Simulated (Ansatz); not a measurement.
# CsGa: relaxed, then solved by several methods

What cell, bands and charges does CsGa (NaTl type) have, and do the methods agree? Methods of the runs shown: PAW and LAPW. Its runs: cell and atoms relaxed (PAW); the reference run (LAPW and PAW); volume scaled by 0.7 (LAPW and PAW); volume scaled by 0.6 (LAPW and PAW).

Method: DFT PBEsol, with the methods named in each step, in Ansatz 0.2.0.

## 1. The starting structure

It takes space group Fd-3m (No. 227, cubic). The conventional cell has a = 10.028 Å, b = 10.028 Å, c = 10.028 Å, α = 90.00°, β = 90.00°, γ = 90.00°. Cs (site symmetry -43m) is surrounded by 4 Cs at 4.34 Å and 4 Ga at 4.34 Å. Around Ga (site symmetry -43m) lie 4 Ga at 4.34 Å and 4 Cs at 4.34 Å.

As a file:

```
CELL_PARAMETERS angstrom
0.00000 5.01410 5.01410
5.01410 0.00000 5.01410
5.01410 5.01410 0.00000
ATOMIC_POSITIONS crystal
Cs 0.12500 0.12500 0.12500
Cs 0.87500 0.87500 0.87500
Ga 0.37500 0.37500 0.37500
Ga 0.62500 0.62500 0.62500
```

An invented zintl-like structure; its stability wasn't tested.

Atoms are numbered in the order of the input: Cs1, Cs2, Ga3, Ga4.

## 2. Cell and atoms relaxed, PAW

Contents of input.yaml:

```yaml
crystal:
  lattice:
    - [0.0, 5.0141011276, 5.0141011276]
    - [5.0141011276, 0.0, 5.0141011276]
    - [5.0141011276, 5.0141011276, 0.0]
  atoms:
    - { symbol: Cs, position: [0.125, 0.125, 0.125] }
    - { symbol: Cs, position: [-0.125, -0.125, -0.125] }
    - { symbol: Ga, position: [0.375, 0.375, 0.375] }
    - { symbol: Ga, position: [-0.375, -0.375, -0.375] }
kpoints:
  mp_grid: { grid: [6, 6, 6] }
scf:
  occupations: { method: fermi_dirac, width: 0.05 }
hamiltonian:
  xc: pbesol
  pseudopotentials: { kind: paw }
output:
  forces: true
  stress: true
relax:
  f_tol: 0.005
  max_steps: 50
  cell: {}
```

Launch:

```bash
$ ansatz run input.yaml --threads 1 --pin off --max-ram 3072MiB --backend cpu --events-out ev --progress --plain --runs-dir out
```

After this run come: The relaxed cell, LAPW; The relaxed cell, PAW; Volume scaled by 0.7, LAPW; Volume scaled by 0.7, PAW; Volume scaled by 0.6, LAPW; Volume scaled by 0.6, PAW.

**Question.** What will these runs give? Wanted: volume, relaxed; gap; Bader charges.

**Answer**, as computed:

| quantity | value |
| --- | --- |
| volume, relaxed (PAW) | 32.827 Å³/atom, Fd-3m |
| gap (LAPW) | none |
| Bader charges (PAW) | Cs1 +0.51, Ga3 -0.51 e |

Relaxing changes the volume by -47.9 %, to 32.83 Å³/atom. There is no gap at this level; the crystal is a metal here. Ga 4p carries the largest share, 88 %, of the projected states within 0.3 eV of the Fermi level. The projection holds only the free atom's occupied shells (Cs 6s, Cs 5p, Ga 4s, Ga 4p in this range). In pressure, PAW differs from LAPW by less than 0.01 GPa. Spin-orbit coupling is left out, though the cell holds Cs; in elements this heavy it can shift bands and gaps by tenths of an eV.
